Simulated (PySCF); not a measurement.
# C₇H₁₃B: magnetic properties

Wanted: magnetic properties for C₇H₁₃B (`B[C@@H]1C[C@@H]2CCC[C@@H]21`).

Programs: PySCF 2.14.0, with routines of our own; each step states its level. All values are computed. Atoms count from 0.

## 1. The starting structure

21 atoms, charge 0, multiplicity 1; geometry from: GFN2-xTB.

## 2. Magnetic properties: GIAO PBE/pcSseg-1

The job: settings as JSON, then the geometry in Å.

```
{"job": {"kind": "mag", "xc": "PBE", "basis": "pcSseg-1", "isotopologues": 2}, "charge": 0, "multiplicity": 1}
B      2.021581     1.112178    -0.486145
C      1.414461    -0.319738    -0.330959
C      0.411953    -0.865172    -1.371126
C     -0.587276    -1.187796    -0.249439
C     -1.799219    -0.261286    -0.183788
C     -1.255923     1.020852     0.450243
C     -0.269055     0.507347     1.496878
C      0.413488    -0.669227     0.806483
H      2.453378     1.676039     0.443324
H      2.105726     1.601523    -1.545856
H      2.288919    -0.979673    -0.257192
H      0.760076    -1.737081    -1.923208
H      0.054885    -0.123984    -2.084228
H     -0.866419    -2.239381    -0.183961
H     -2.565338    -0.696637     0.461094
H     -2.238565    -0.089303    -1.166460
H     -2.042289     1.640108     0.880765
H     -0.719576     1.610784    -0.295313
H      0.435508     1.270821     1.819756
H     -0.813864     0.146726     2.372262
H      0.788630    -1.400156     1.522602
```

With the program's defaults for keys left out, this is: GIAO PBE/pcSseg-1 magnetisability, rotational g tensor and spin-rotation constants, non-relativistic, gas phase.

On the command line:

```sh
OMP_NUM_THREADS=1 python excited_run.py task.json out
```

The driver reads the jobs from task.json and runs them one after another.

The program printed:

```text
coarse grid: 16752 points
cycle   1  E = -298.7095430217  dE =  6.659e-01  |g| = 6.438e-01  |ddm| = 4.144e+00
cycle   2  E = -298.4841430243  dE =  2.254e-01  |g| = 1.142e+00  |ddm| = 1.904e+00
cycle   3  E = -298.8268580184  dE = -3.427e-01  |g| = 1.288e-01  |ddm| = 1.401e+00
cycle   4  E = -298.8305543744  dE = -3.696e-03  |g| = 4.114e-02  |ddm| = 1.816e-01
cycle   5  E = -298.8309268986  dE = -3.725e-04  |g| = 1.387e-02  |ddm| = 4.966e-02
cycle   6  E = -298.8309718238  dE = -4.493e-05  |g| = 2.674e-03  |ddm| = 1.761e-02
cycle   7  E = -298.8309737926  dE = -1.969e-06  |g| = 7.453e-04  |ddm| = 4.306e-03
final grid: 159504 points
cycle   8  E = -298.9000817656  dE = -8.576e-05  |g| = 1.643e-02  |ddm| = 6.516e-02
cycle   9  E = -298.8999375520  dE =  1.442e-04  |g| = 2.889e-02  |ddm| = 4.513e-02
cycle  10  E = -298.9001525648  dE = -2.150e-04  |g| = 2.364e-03  |ddm| = 3.068e-02
cycle  11  E = -298.9001539135  dE = -1.349e-06  |g| = 6.116e-04  |ddm| = 3.210e-03
cycle  12  E = -298.9001540014  dE = -8.786e-08  |g| = 1.161e-04  |ddm| = 6.497e-04
cycle  13  E = -298.9001540048  dE = -3.375e-09  |g| = 2.895e-05  |ddm| = 1.982e-04
cycle  14  E = -298.9001540050  dE = -2.018e-10  |g| = 1.056e-05  |ddm| = 4.519e-05
converged SCF energy = -298.9001540050

Magnetisability tensor (1e-30 J/T^2)
    -1433.01       -5.96       91.90
       -5.96    -1093.18      -44.47
       91.90      -44.47    -1187.14
isotropic -1237.77   principal values   -1463.76  -1179.12  -1070.44
isotropic susceptibility -74.541 1e-6 cm^3/mol

Inertial axes            a          b          c
rot. const./GHz      3.0529     2.1505     1.7333
chi total           -88.073    -70.236    -65.312
chi diamagnetic    -540.493   -697.162   -835.892
chi paramagnetic    452.420    626.926    770.580
quadrupole/D A        0.569     -1.083      0.514
g nuclear            0.6410     0.6108     0.6045
g electronic        -0.6489    -0.6334    -0.6275
g total             -0.0079    -0.0226    -0.0230

Spin-rotation constants (kHz, H = +C I.J)
atom  isotope        aa         bb         cc
  0    11B        0.696      1.081      0.829
  8     1H       -0.287      0.233     -0.110
  9     1H       -0.228     -0.147      0.165
 10     1H       -0.083     -0.233     -0.078
 11     1H       -0.240      0.049     -0.186
 12     1H       -0.352     -0.238      0.080
 13     1H       -0.296     -0.045     -0.084
 14     1H       -0.016     -0.235     -0.126
 15     1H       -0.324     -0.166     -0.007
 16     1H       -0.052     -0.144     -0.175
 17     1H       -0.122     -0.256     -0.062
 18     1H       -0.199     -0.003     -0.192
 19     1H       -0.109     -0.223     -0.088
 20     1H       -0.317     -0.245      0.120
  1    13C*       0.513      0.428      0.370
  2    13C*       0.468      0.440      0.308
  3    13C*       0.627      0.355      0.305
  4    13C*       0.549      0.380      0.327
  5    13C*       0.556      0.316      0.278
  6    13C*       0.536      0.364      0.323
  7    13C*       0.544      0.398      0.417
* in the singly substituted isotopologue

Isotopologues: g along a, b, c
2H    at 8,9,10,11,12,1    -0.0061    -0.0183    -0.0188
10B   at 0                 -0.0081    -0.0230    -0.0235
```

Run time: 57 s. Hardware: 1 thread of Arm Neoverse V1, shared host; peak memory 0.76 GiB.

From this job:

| quantity | value |
| --- | --- |
| magnetisability | -1238·10⁻³⁰ J/T² |
| molar susceptibility | -74.5·10⁻⁶ cm³/mol |
| rotational g (a, b, c) | -0.0079, -0.0226, -0.0230 |

## 3. Magnetic properties: GIAO OLYP/MINI in water

The job, as its differences from that of step 2:

```diff
@@ -1,2 +1,2 @@
-{"job": {"kind": "mag", "xc": "PBE", "basis": "pcSseg-1", "isotopologues": 2}, "charge": 0, "multiplicity": 1}
+{"job": {"kind": "mag", "xc": "OLYP", "basis": "MINI", "solvent": "water"}, "charge": 0, "multiplicity": 1}
 B      2.021581     1.112178    -0.486145
```

Level: GIAO OLYP/MINI magnetisability, non-relativistic, IEF-PCM water.

The program printed:

```text
coarse grid: 16752 points
cycle   1  E = -296.7417882316  dE =  9.117e-01  |g| = 2.374e-01  |ddm| = 6.921e+00
cycle   2  E = -296.7358959007  dE =  5.892e-03  |g| = 2.730e-01  |ddm| = 9.358e-01
cycle   3  E = -296.7614320881  dE = -2.554e-02  |g| = 1.348e-02  |ddm| = 5.065e-01
cycle   4  E = -296.7614875350  dE = -5.545e-05  |g| = 6.471e-03  |ddm| = 3.604e-02
cycle   5  E = -296.7615007575  dE = -1.322e-05  |g| = 9.362e-04  |ddm| = 1.238e-02
cycle   6  E = -296.7615010541  dE = -2.965e-07  |g| = 1.885e-04  |ddm| = 2.052e-03
final grid: 159504 points
cycle   7  E = -296.7801860695  dE = -3.262e-05  |g| = 1.207e-02  |ddm| = 5.108e-02
cycle   8  E = -296.7801659589  dE =  2.011e-05  |g| = 1.429e-02  |ddm| = 4.832e-02
cycle   9  E = -296.7802364629  dE = -7.050e-05  |g| = 4.842e-04  |ddm| = 2.627e-02
cycle  10  E = -296.7802365397  dE = -7.679e-08  |g| = 1.617e-04  |ddm| = 1.128e-03
cycle  11  E = -296.7802365483  dE = -8.639e-09  |g| = 8.565e-06  |ddm| = 2.934e-04
cycle  12  E = -296.7802365483  dE = -3.286e-11  |g| = 2.595e-06  |ddm| = 2.397e-05
converged SCF energy = -296.7802365483

Magnetisability tensor (1e-30 J/T^2)
    -1680.56       -0.29       76.83
       -0.29    -1351.46      -41.34
       76.83      -41.34    -1445.07
isotropic -1492.36   principal values   -1703.79  -1439.93  -1333.36
isotropic susceptibility -89.872 1e-6 cm^3/mol

Inertial axes            a          b          c
rot. const./GHz      3.0529     2.1505     1.7333
chi total          -102.502    -85.697    -81.417
chi diamagnetic    -558.957   -715.204   -854.838
chi paramagnetic    456.456    629.507    773.421
quadrupole/D A        0.534     -1.833      1.298
```

It took 8.8 s on 1 thread of Arm Neoverse V1, shared host; peak memory 0.58 GiB.

In short:

| quantity | value |
| --- | --- |
| magnetisability | -1492·10⁻³⁰ J/T² |
| molar susceptibility | -89.9·10⁻⁶ cm³/mol |

## 4. Results

| quantity | value |
| --- | --- |
| magnetisability (step 2, GIAO PBE/pcSseg-1) | -1238·10⁻³⁰ J/T² |
| molar susceptibility (step 2, GIAO PBE/pcSseg-1) | -74.5·10⁻⁶ cm³/mol |
| rotational g (a, b, c) (step 2, GIAO PBE/pcSseg-1) | -0.0079, -0.0226, -0.0230 |

**Reading.** The values above hold for this geometry and these levels alone. Vibrational averaging and real surroundings are missing from these values.
